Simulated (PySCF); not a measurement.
# C2H8GeSi2: the cost of one run

Computed with PySCF 2.14.0, with density-fitted response routines of our own, on a single molecule in the gas phase. Atoms count from 0, in the outputs and in this text.

### Step 1. The starting structure

13 atoms, charge 0, multiplicity 1; geometry from: GFN2-xTB. The atoms were then displaced at random by about 0.01 Å, so the start is not that level's minimum.

Bonds of the start (Å): Si0–Si1 2.34, Si1–C2 1.90, C2–C3 1.30, C3–Ge4 1.97, Ge4–Si1 2.40, Si0–H5 1.49, Si0–H6 1.46, Si0–H7 1.44, Si1–H8 1.45, C2–H9 1.09, C3–H10 1.12, Ge4–H11 1.51, Ge4–H12 1.54.

### Step 2. Geometry optimisation at PBE0-D3(BJ)/def2-SVP

Job settings and geometry (Å):

```
{"job": {"xc": "PBE0", "basis": "def2-SVP", "d3": "d3bj", "grid": 1, "shake": 0.01, "kind": "geom"}, "charge": 0, "multiplicity": 1}
Si     2.407230     0.499930    -0.226240
Si     0.250220    -0.165980    -0.823850
C     -0.630470    -1.442210     0.270410
C     -1.668910    -0.856170     0.787380
Ge    -1.685330     0.958090     0.028770
H      2.723090     1.800140    -0.878770
H      2.540270     0.709310     1.214940
H      3.415550    -0.440870    -0.653080
H      0.088920    -0.503240    -2.228150
H     -0.311370    -2.460540     0.505020
H     -2.387480    -1.375850     1.471120
H     -3.003680     1.266060    -0.641510
H     -1.732190     1.994440     1.163640
```

Command:

```
$ OMP_NUM_THREADS=1 python probes_run.py task.json out
```

This one command runs all jobs of the session in turn.

**Question.** How long does this first job take on 1 thread of Arm Neoverse N1, shared host, and how much memory does it need?

About 2.2 min, with a peak of 0.55 GiB.
